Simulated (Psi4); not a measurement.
**CH2FI (fluoroiodomethane): HF/def2-SVP (core potential)**

Aim: the vertical ionisation energy of CH2FI (fluoroiodomethane) at HF/def2-SVP (core potential), from 2 runs. 

The results are computed with Psi4 1.11.

## (1) Starting point

CH2FI has 5 atoms, charge 0, and is taken as a singlet. As SMILES, `FCI`. Geometry: relaxed at PBE0-D4/def2-TZVP.

Bond lengths: F1–C2 1.353 Å, C2–I3 2.142 Å, C2–H4 1.088 Å, C2–H5 1.088 Å. Angles: F1–C2–I3 111.0°, F1–C2–H4 109.9°, F1–C2–H5 109.9°, I3–C2–H4 106.6°, I3–C2–H5 106.6°, H4–C2–H5 112.7°.

## (2) Energy and forces at HF/def2-SVP (core potential)

input.json reads:

```json
{
 "schema_name": "qcschema_input",
 "schema_version": 1,
 "molecule": {
  "schema_name": "qcschema_molecule",
  "schema_version": 2,
  "symbols": ["F", "C", "I", "H", "H"],
  "geometry": [2.26067936, 1.3434063, -0.33164693, 0.30349002, -0.21561775, 0.19539768, -3.08459995, 1.03538094, -1.63310132, 0.69560819, -2.10137545, -0.52383208, -0.08069131, -0.20068891, 2.21513696],
  "molecular_charge": 0,
  "molecular_multiplicity": 1,
  "fix_symmetry": "c1",
  "fix_com": true,
  "fix_orientation": true
 },
 "driver": "gradient",
 "model": {
  "method": "hf",
  "basis": "def2-SVP"
 },
 "keywords": {
  "puream": true,
  "e_convergence": 1e-09,
  "d_convergence": 1e-08,
  "scf_type": "pk"
 }
}
```

On the command line:

```console
$ psi4 --qcschema input.json -n 1 --memory 1600MB
```

stdout:

```text
[...]
    !!!  WARNING: ECP capability is in beta. Please check occupations closely.  !!!
[...]
  Running in c1 symmetry.
[...]
  Nuclear repulsion =  119.814502273818107
[...]
  Multiplicity = 1
[...]
  Nalpha       = 21
  Nbeta        = 21
[...]
    Number of basis functions: 64
[...]
   @RHF iter   1:  -434.89854353176446   -3.67392e+00   6.13552e-03 ADIIS/DIIS
[...]
   @RHF iter  12:  -434.98984650726072   -5.91172e-12   6.14269e-09 DIIS
[...]
    Orbital Energies [Eh]
    ---------------------
    Doubly Occupied:
       1A    -26.303738     2A    -11.380535     3A     -7.739322
       4A     -5.596065     5A     -5.583636     6A     -5.583296
       7A     -2.291702     8A     -2.286225     9A     -2.285918
      10A     -2.273174    11A     -2.273170    12A     -1.606757
      13A     -0.997667    14A     -0.862619    15A     -0.744781
      16A     -0.727353    17A     -0.685590    18A     -0.575199
      19A     -0.463880    20A     -0.378778    21A     -0.373363
[...]
  @RHF Final Energy:  -434.98984650726072
   => Energetics <=
    Nuclear Repulsion Energy =            119.8145022738181069
    One-Electron Energy =                -947.5831636646344123
    Two-Electron Energy =                 392.7788148835555830
    Total Energy =                       -434.9898465072607223
[...]
 Multipole Moments:
 ------------------------------------------------------------------------------------
     Multipole            Electronic (a.u.)      Nuclear  (a.u.)        Total (a.u.)
 ------------------------------------------------------------------------------------
 L = 1.  Multiply by 2.5417464519 to convert [e a0] to [Debye]
 Dipole X            :         54.2597721          -54.3330275           -0.0732554
 Dipole Y            :        -35.0096245           34.3794093           -0.6302151
 Dipole Z            :         41.3652152          -40.9486644            0.4165507
 Magnitude           :                                                    0.7589809
[...]
  -Total Gradient:
     Atom            X                  Y                   Z
    ------   -----------------  -----------------  -----------------
       1        0.012365270705     0.009604126652    -0.003153643920
       2       -0.012196720144    -0.005642616789     0.000448489263
       3        0.002309577080    -0.001683576791     0.001822014555
       4       -0.000420133821    -0.003153107216    -0.002460237225
       5       -0.002057993821     0.000875174145     0.003343377326
[...]
```

The result, in JSON:

```text
{
 "driver": "gradient",
 "model": {
  "method": "hf",
  "basis": "def2-SVP"
 },
 "success": true,
 "return_result": [0.012365270705293363, 0.00960412665180932, -0.0031536439197175636, -0.012196720143927114, -0.005642616789277368, 0.000448489262795608, 0.00230957707981147, -0.0016835767914557959, 0.0018220145552713674, -0.0004201338211726191, -0.003153107215755957, -0.0024602372247873316, -0.002057993820608589, 0.0008751741451209381, 0.003343377326289032],
 "properties": {
  "calcinfo_nbasis": 64,
  "calcinfo_nmo": 64,
  "calcinfo_nalpha": 21,
  "calcinfo_nbeta": 21,
  "calcinfo_natom": 5,
  "nuclear_repulsion_energy": 119.8145022738181,
  "return_energy": -434.9898465072607,
  "return_gradient": [0.012365270705293363, 0.00960412665180932, -0.0031536439197175636, -0.012196720143927114, -0.005642616789277368, 0.000448489262795608, 0.00230957707981147, -0.0016835767914557959, 0.0018220145552713674, -0.0004201338211726191, -0.003153107215755957, -0.0024602372247873316, -0.002057993820608589, 0.0008751741451209381, 0.003343377326289032],
  "scf_one_electron_energy": -947.5831636646344,
  "scf_two_electron_energy": 392.7788148835556,
  "scf_dipole_moment": [-0.07325538016007016, -0.6302151148681432, 0.4165507453090527],
  "scf_total_energy": -434.9898465072607,
  "scf_total_gradient": [0.012365270705293363, 0.00960412665180932, -0.0031536439197175636, -0.012196720143927114, -0.005642616789277368, 0.000448489262795608, 0.00230957707981147, -0.0016835767914557959, 0.0018220145552713674, -0.0004201338211726191, -0.003153107215755957, -0.0024602372247873316, -0.002057993820608589, 0.0008751741451209381, 0.003343377326289032],
  "scf_iterations": 12
 }
}
```

Wall time 13 s (1 thread of Intel Xeon at 2.50GHz (Skylake/Cascade Lake), shared host); peak memory 0.22 GiB.

## (3) The doublet cation at the same level

calc.py reads:

```python
import psi4

psi4.set_memory('1600 MB')
psi4.set_num_threads(1)
psi4.set_output_file('psi4.out', False)

m = psi4.geometry("""
1 2
F
C 1 1.353176
I 2 2.142191 1 111.04382
H 2 1.087988 1 109.94514 3 117.67977
H 2 1.087992 4 112.70252 1 -123.03255
symmetry c1
""")

psi4.set_options({
    'reference': 'uhf',
    'puream': True,
    'e_convergence': 1e-09,
    'd_convergence': 1e-08,
    'scf_type': 'pk',
    'maxiter': 100,
})

result, w = psi4.gradient('scf/def2-SVP', molecule=m, return_wfn=True)
psi4.oeprop(w, 'DIPOLE', 'WIBERG_LOWDIN_INDICES', 'MULLIKEN_CHARGES', title='SCF')
print('gradient / Eh bohr^-1')
print(result.np.round(6))
print(f'energy = {w.energy():.10f} Eh')
```

On the command line:

```console
$ python calc.py
```

psi4.out, cut to the lines that bear on the results:

```text
[...]
    !!!  WARNING: ECP capability is in beta. Please check occupations closely.  !!!
[...]
  Running in c1 symmetry.
[...]
  Nuclear repulsion =  119.814510045695656
[...]
  Multiplicity = 2
[...]
  Nalpha       = 21
  Nbeta        = 20
[...]
    Number of basis functions: 64
[...]
   @UHF iter   1:  -434.59274892707623   -3.40145e+00   4.61952e-03 DIIS/ADIIS
[...]
   @UHF iter  21:  -434.65109772050982   -3.52429e-12   5.73419e-09 DIIS
[...]
   @S^2 Observed:                7.601756897E-01
[...]
  @UHF Final Energy:  -434.65109772050982
   => Energetics <=
    Nuclear Repulsion Energy =            119.8145100456956555
    One-Electron Energy =                -936.1400130962267667
    Two-Electron Energy =                 381.6744053300212727
    Total Energy =                       -434.6510977205098243
  UHF NO Occupations:
  HONO-2 :   19  A 1.9984382
  HONO-1 :   20  A 1.9966702
[...]
  -Total Gradient:
     Atom            X                  Y                   Z
    ------   -----------------  -----------------  -----------------
       1       -0.000004475793     0.008073809905    -0.040599876634
       2        0.000007176693    -0.029947612749     0.050441317220
       3        0.000000715759     0.012981351110    -0.002843459248
       4       -0.000290063562     0.004444576620    -0.003496085820
       5        0.000286646903     0.004447875117    -0.003501895517
[...]
 Multipole Moments:
 ------------------------------------------------------------------------------------
     Multipole            Electronic (a.u.)      Nuclear  (a.u.)        Total (a.u.)
 ------------------------------------------------------------------------------------
 L = 1.  Multiply by 2.5417464519 to convert [e a0] to [Debye]
 Dipole X            :          0.0000279           -0.0000304           -0.0000026
 Dipole Y            :        -32.2760337           32.7901737            0.5141400
 Dipole Z            :         22.1392264          -21.3315063            0.8077201
 Magnitude           :                                                    0.9574716
[...]
  Mulliken Charges: (a.u.)
   Center  Symbol    Alpha    Beta     Spin     Total
       1     F     4.63887  4.64232 -0.00345 -0.28119
       2     C     2.86010  2.94005 -0.07995  0.19985
       3     I    12.65373 11.59676  1.05697  0.74951
[...]
```

Standard output:

```text
gradient / Eh bohr^-1
[[-4.0000e-06  8.0740e-03 -4.0600e-02]
 [ 7.0000e-06 -2.9948e-02  5.0441e-02]
 [ 1.0000e-06  1.2981e-02 -2.8430e-03]
 [-2.9000e-04  4.4450e-03 -3.4960e-03]
 [ 2.8700e-04  4.4480e-03 -3.5020e-03]]
energy = -434.6510977205 Eh
```

It took 14 s on 1 thread of Intel Xeon at 2.50GHz (Skylake/Cascade Lake), shared host; peak memory 0.22 GiB.

## (4) Outcome

Level: HF/def2-SVP (core potential).

| quantity | value |
| --- | --- |
| singlet CH2FI: total energy | -434.98985 Eh |
| singlet CH2FI: dipole moment | 1.93 D |
| singlet CH2FI: HOMO energy | -10.16 eV |
| singlet CH2FI: LUMO energy | 2.67 eV |
| singlet CH2FI: HOMO–LUMO gap | 12.83 eV |
| singlet CH2FI: largest force on an atom | 0.821 eV/Å |
| doublet cation: total energy | -434.65110 Eh |
| doublet cation: HOMO energy (highest over α and β) | -17.59 eV |
| doublet cation: LUMO energy (lowest over α and β) | -8.32 eV |
| doublet cation: ⟨S²⟩ | 0.760 |
| doublet cation: largest force on an atom | 3.017 eV/Å |
| vertical ionisation energy (to the doublet cation) | 9.218 eV |

In words: Removing an electron at fixed nuclei costs 9.22 eV (889 kJ/mol). The largest force (singlet CH2FI) is 0.82 eV/Å: the shape isn't a stationary point for this species at this level. The negative HOMO energy of the first species, 10.16 eV, lies 0.94 eV above that difference. Mulliken charges (doublet cation) run from -0.28 on F1 to +0.75 on I3.
